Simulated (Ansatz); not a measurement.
Predict the output of the script below (Ansatz 0.2.0 through its Python package).

The script, `clh5ossi2.py`:
```python
import ansatz

SETTINGS = {
    "basis_set": "def2-SVP",
    "functional": "hf",
}


def energy(molecule, charge=0, unpaired=0):
    calc = (
        molecule.calculation()
        .basis(gaussian=SETTINGS["basis_set"])
        .functional(SETTINGS["functional"])
    )
    if charge:
        calc = calc.charge(charge)
    if unpaired:
        calc = calc.spin("collinear", total=unpaired)
    report = calc.run().report
    if report["published_state_doubts"]:
        print("  doubts:", report["published_state_doubts"])
    return report["free_energy_ev"]

def without(molecule, index):
    rest = ansatz.Crystal.molecule()
    for i, site in enumerate(molecule.cartesian_sites):
        if i != index:
            rest = rest.atom(site.symbol, site.position_ang)
    return rest

geometry_ang = [
    ("O", [-1.2675, -0.2047, -2.4561]),
    ("Si", [-0.1517, -0.0291, -1.3053]),
    ("S", [-1.2247, -0.1343, 0.5223]),
    ("Si", [0.6666, 0.0769, 1.6799]),
    ("Cl", [0.1118, 0.0122, 3.6526]),
    ("H", [-2.2168, -0.243, -2.1212]),
    ("H", [0.8317, -1.148, -1.4189]),
    ("H", [0.5739, 1.2957, -1.4377]),
    ("H", [1.5161, -1.0489, 1.4571]),
    ("H", [1.2437, 1.3721, 1.4302]),
]
geometry = ansatz.Crystal.molecule()
for symbol, xyz in geometry_ang:
    geometry = geometry.atom(symbol, xyz)

whole = energy(geometry, 0)
hydrogen = energy(ansatz.Crystal.molecule().atom("H", (0, 0, 0)), 0, 1)
print(f"E(molecule) = {whole:.5f} eV, E(H) = {hydrogen:.5f} eV")
for index in [5, 7, 9]:
    radical = energy(without(geometry, index), 0, 1)
    print(f"H{index}: homolysis {23.060548 * (radical + hydrogen - whole):.1f} kcal/mol")
    anion = energy(without(geometry, index), -1)
    print(f"H{index}: loss of a proton {23.060548 * (anion - whole):.1f} kcal/mol")
```

Running `python clh5ossi2.py` prints:
```text
E(molecule) = -41151.40794 eV, E(H) = -13.58606 eV
H5: homolysis 89.7 kcal/mol
H5: loss of a proton 373.4 kcal/mol
H7: homolysis 76.9 kcal/mol
H7: loss of a proton 399.8 kcal/mol
H9: homolysis 75.2 kcal/mol
H9: loss of a proton 377.6 kcal/mol
```

Total energies depend on the basis set; only differences at equal settings carry meaning. The geometry is a force-field or estimated start, not a minimum of this method, and the basis set is short of its limit. All parts are taken at fixed geometry, without zero-point energy. Hartree-Fock leaves correlation out, so bond, atomisation and ionisation energies come out well too low. Anions want diffuse functions, which this basis lacks. Run time: 34 s on 1 thread of Arm Neoverse V1, on a shared host, peak memory 0.37 GiB.

(Lines on the test bed's own set-up are left out of the output.)
